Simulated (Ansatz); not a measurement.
**CH₃BClF: small, medium and large basis sets**

Aim: see how fast density functionals converge with the basis set for CH₃BClF.

Method: one geometry, several basis sets; program: Ansatz 0.2.0, Gaussian basis.

Plan: PBE0-D4/def2-SVP; ωB97M-V/def2-SVP; PBE0-D4/def2-QZVPP; ωB97M-V/def2-QZVPP; the functionals' def2-TZVPP values are taken from earlier runs.

1 further run of the same task is left out (it didn't finish).

## 1. The geometry

The geometry comes from an earlier relaxation with PBE0-D4 in a triple-zeta def2 set; it is a stationary point, not always the lowest conformer.

7 atoms, charge 0, spin multiplicity 1.

Atoms are counted from 1 here; the program's logs count them from 0.

Bond lengths: B1–C2 1.550 Å, B1–H5 1.191 Å, B1–H6 1.190 Å, C2–F3 1.337 Å, C2–Cl4 1.871 Å, C2–H7 1.088 Å. Angles: C2–B1–H5 118.3°, C2–B1–H6 118.0°, H5–B1–H6 123.4°, B1–C2–F3 121.2°, B1–C2–Cl4 77.2°, B1–C2–H7 124.3°, F3–C2–Cl4 110.3°, F3–C2–H7 110.1°, Cl4–C2–H7 105.2°.

## 2. PBE0-D4 in def2-SVP

File in.yaml:

```yaml
crystal:
  periodic: [false, false, false]
  atoms:
    - {symbol: B, position_ang: [-0.329337, 0.790041, 0.065938]}
    - {symbol: C, position_ang: [0.551832, -0.481111, -0.038057]}
    - {symbol: F, position_ang: [1.012143, -1.095017, 1.056494]}
    - {symbol: Cl, position_ang: [-1.150604, -1.121250, -0.475020]}
    - {symbol: H, position_ang: [-0.433983, 1.484441, -0.895719]}
    - {symbol: H, position_ang: [-0.766044, 1.080449, 1.134349]}
    - {symbol: H, position_ang: [1.177293, -0.725655, -0.893784]}
basis:
  gaussian: {orbitals: def2-SVP}
hamiltonian: {xc: pbe0, dispersion: d4}
output: {orbitals: {seedname: orbitals}}
```

Started as:

```bash
ansatz run in.yaml --threads 2 --pin off --events-out ev --progress --plain --max-ram 4352MiB
```

After this run come: ωB97M-V in def2-SVP; PBE0-D4 in def2-QZVPP; ωB97M-V in def2-QZVPP.

Before running them: what should the planned runs give, taken together? Wanted: PBE0-D4: double and triple zeta above quadruple; ωB97M-V: double and triple zeta above quadruple.

As calculated:

| quantity | value |
| --- | --- |
| PBE0-D4: double and triple zeta above quadruple | 10.26, 0.61 eV |
| ωB97M-V: double and triple zeta above quadruple | 10.36, 0.58 eV |

In words: For PBE0-D4 the step from double to triple zeta gains 9.65 eV and the next only 0.61 eV. These are total energies; as a rule much of such shifts cancels in differences, which this series doesn't test. The LUMO of ωB97M-V is positive and keeps falling with the basis (1.60 to 0.87 eV): an unbound level that the basis holds in place.
